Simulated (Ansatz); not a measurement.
This was printed by a script on the Python package of Ansatz (0.2.0), for a convergence test of the k-point mesh of Cu, space group P6_3/mmc. What did the script look like? Use (first run): PBEsol, PAW, the default cutoff (420 eV here), 3×3×1 k-points, cold smearing of 0.05 eV. The script varies mesh: (3, 3, 1), (5, 5, 2), (6, 6, 2), (8, 8, 3), (10, 10, 3), (12, 12, 4).

`POSCAR`
```text
Cu
1.0
   2.53076403    0.00000000    0.00000000
  -1.26538201    2.19170594    0.00000000
   0.00000000    0.00000000    8.26181508
Cu
4
Direct
   0.00000000    0.00000000    0.00000000
   0.33333333    0.66666667    0.25000000
   0.00000000    0.00000000    0.50000000
   0.66666667    0.33333333    0.75000000
```

```console
$ python cu_kconv.py
DeckWarning: basis.ecutwfc = 420 eV, auto-derived from the records' recommended cutoffs: set by Cu (normal level)
| mesh        |   F/atom (eV) |   iterations |   P (GPa) |   max component (eV/A) |   k-points |
|-------------|---------------|--------------|-----------|------------------------|------------|
| (3, 3, 1)   |    -6588.8708 |           12 |   -3.2640 |                 0.0000 |          3 |
| (5, 5, 2)   |    -6588.8110 |            8 |   -2.9020 |                 0.0000 |         10 |
| (6, 6, 2)   |    -6588.7409 |            8 |   -1.2328 |                 0.0000 |         14 |
| (8, 8, 3)   |    -6588.7564 |            8 |   -1.7622 |                 0.0000 |         20 |
| (10, 10, 3) |    -6588.7615 |            8 |   -1.7408 |                 0.0000 |         28 |
| (12, 12, 4) |    -6588.7640 |            8 |   -1.8991 |                 0.0000 |         57 |
INFO:calc:(3, 3, 1): -106.82 meV/atom
INFO:calc:(5, 5, 2): -47.02 meV/atom
INFO:calc:(6, 6, 2): +23.05 meV/atom
INFO:calc:(8, 8, 3): +7.51 meV/atom
INFO:calc:(10, 10, 3): +2.46 meV/atom
```
(Warnings from the package without file and line.)

One script that gives this output:

`cu_kconv.py`
```python
# -*- coding: utf-8 -*-
"""k-point test for Cu."""

import logging
import sys

import ansatz as az
from ase.io import read
from tabulate import tabulate

logging.basicConfig(stream=sys.stdout, format="%(levelname)s:%(name)s:%(message)s")
logger = logging.getLogger("calc")
logger.setLevel(logging.INFO)

SETTINGS = {
    "xc": "PBEsol",
    "width_ev": 0.05,
}

atoms = read("POSCAR", format="vasp")
system = az.Crystal.from_ase(atoms)

job = system.calculation()
job = job.functional(SETTINGS["xc"]).occupations(az.OccupationsMethod.COLD, width=SETTINGS["width_ev"])
job = job.forces().stress()

rows = []
for value in [(3, 3, 1), (5, 5, 2), (6, 6, 2), (8, 8, 3), (10, 10, 3), (12, 12, 4)]:
    report = job.kpoints(*value).run(threads=1).report
    rows.append((value, report["free_energy_ev"] / len(report["lattice"]["sites"]), report["n_iterations"], sum(report["stress_gpa"][i][i] for i in range(3)) / 3, max(abs(f) for row in report["forces_ev_ang"] for f in row), report["n_kpoints"]))

print(tabulate(rows, headers=["mesh", "F/atom (eV)", "iterations", "P (GPa)", "max component (eV/A)", "k-points"], floatfmt=".4f", tablefmt="github"))

# the last row is the reference
for row in rows[:-1]:
    shift = 1000 * (row[1] - rows[-1][1])
    logger.info(f"{row[0]}: {shift:+.2f} meV/atom" + ("  (within 1 meV)" if abs(shift) < 1 else ""))
```

Reading the output:
- No spin polarisation was allowed.
- Forces vanish by symmetry here and test nothing.
- Pressure is positive in compression.
- This isn't the structure that Cu takes at ambient conditions.
- Shifts are counted from the finest mesh, which is itself no proven limit.
- Hardware and time: 15 s on 1 thread of Intel(R) Xeon(R) Processor @ 2.30GHz (shared host), peak memory 0.61 GiB.
